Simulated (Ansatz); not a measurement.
**MgZnH₂: one structure at several levels**

The task here is to estimate one member of a computed series from the others.

Method: single points in def2-TZVPP; program: Ansatz 0.2.0, Gaussian basis.

Correlated methods freeze the cores. The 3s and 3p shells of Cu and Zn are frozen; filled d shells are correlated. The outer core shell of Li, Na, Mg and K is correlated.

## The system as given

SMILES `[MgH][ZnH]`, 4 atoms, charge 0, spin multiplicity 1.

Atoms are counted from 1 here; the program's logs count them from 0.

Bond lengths: Mg1–Zn2 2.599 Å, Mg1–H3 1.885 Å, Zn2–H4 1.787 Å. Angles: Zn2–Mg1–H3 177.1°, Mg1–Zn2–H4 174.4°.

Geometry (Å):

```tsv
atom	x (Å)	y (Å)	z (Å)
Mg1	0.2078	-1.1396	0.5777
Zn2	-0.2157	1.1428	-0.5920
H3	0.4450	-2.7742	1.4863
H4	-0.3512	2.6916	-1.4732
```

Set-up of the first run:

run/in.yaml

```yaml
crystal:
  periodic: [false, false, false]
  atoms:
    - {symbol: Mg, position_ang: [0.207800, -1.139600, 0.577700]}
    - {symbol: Zn, position_ang: [-0.215700, 1.142800, -0.592000]}
    - {symbol: H, position_ang: [0.445000, -2.774200, 1.486300]}
    - {symbol: H, position_ang: [-0.351200, 2.691600, -1.473200]}
basis:
  gaussian: {orbitals: def2-TZVPP}
correlation: {method: ccsd_t, frozen_orbitals: {H: 0, Mg: 1, Zn: 9}}
output: {forces: true}
```

The command line of these runs was not kept.

Steps of the session up to this table: CCSD(T)/def2-TZVPP; PBE0-D4/def2-TZVPP; wB97M-V/def2-TZVPP; r2SCAN-D4/def2-TZVPP; PBE-D4/def2-TZVPP; revPBE-D4/def2-TZVPP; B97M-V/def2-TZVPP.

One table of the session follows, with a row left open; its other results are not shown here.

| method | RMS force component (eV/Å) | angle to CCSD(T) forces (°) | dipole (D) |
| --- | --- | --- | --- |
| CCSD(T) | 0.849 | reference | 0.31 |
| PBE0-D4 | 0.812 | 0.9 | 0.26 |
| wB97M-V | 0.817 | 3.5 | 0.31 |
| r2SCAN-D4 | 0.817 | 1.3 | 0.38 |
| PBE-D4 | 0.746 | 1.0 | 0.30 |
| revPBE-D4 | ? | ? | ? |
| B97M-V | 0.784 | 3.1 | 0.25 |

Estimate the missing values for revPBE-D4.

**Answer.** RMS force component (eV/Å): 0.729; angle to CCSD(T) forces (°): 3.3; dipole (D): 0.31. In the column «RMS force component (eV/Å)» it is the lowest.
